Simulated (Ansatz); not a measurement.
# Ca3Se: the cost of one run

Method: DFT PBE, scalar-relativistic, plane waves, PAW, in Ansatz 0.2.0.

**1. The starting structure**

It takes space group Pm-3m (No. 221, cubic). The conventional cell has a = 4.766 Å, b = 4.766 Å, c = 4.766 Å, α = 90.00°, β = 90.00°, γ = 90.00°. Ca (site symmetry 4/mmm) is surrounded by 8 Ca at 3.37 Å and 4 Se at 3.37 Å. Se (site symmetry m-3m) has 12 Ca at 3.37 Å as nearest neighbours.

As a file:

```xyz
4
Lattice="4.7660 0.0000 0.0000 0.0000 4.7660 0.0000 0.0000 0.0000 4.7660" Properties=species:S:1:pos:R:3 pbc="T T T"
Ca    0.0000    2.3830    2.3830
Ca    2.3830    0.0000    2.3830
Ca    2.3830    2.3830    0.0000
Se    0.0000    0.0000    0.0000
```

This is candidate A: Cu3Au (L1_2) type (Pm-3m, No. 221).

(A quick probe on a coarse mesh, which set the mesh and smearing, is not shown.)

**3. Full relaxation (candidate A)**

input.yaml reads:

```yaml
crystal:
  lattice:
    - [4.7660079105, 0.0, 0.0]
    - [0.0, 4.7660079105, 0.0]
    - [0.0, 0.0, 4.7660079105]
  atoms:
    - { symbol: Ca, position: [0.0, 0.5, 0.5] }
    - { symbol: Ca, position: [0.5, 0.0, 0.5] }
    - { symbol: Ca, position: [0.5, 0.5, 0.0] }
    - { symbol: Se, position: [0.0, 0.0, 0.0] }
basis:
  ecutwfc: 420
kpoints:
  mp_grid: { grid: [10, 10, 10] }
hamiltonian:
  xc: pbe
scf:
  occupations: { method: gaussian, width: 0.1 }
output:
  forces: true
  stress: true
  eigenvalues: true
relax:
  adjacent_minimum: "off"
  f_tol: 0.01
  max_steps: 80
  cell: { stress_tol: 0.05 }
```

Launch:

```bash
$ ansatz run input.yaml --threads 1 --pin off --max-ram 2560MiB --backend cpu --events-out ev --progress --plain --runs-dir out
```

**Question.** How long does this run take on 1 thread of AMD EPYC 7R43 (Zen 3), shared host, and how much memory does it need?

About 88 s, with a peak of 0.54 GiB.
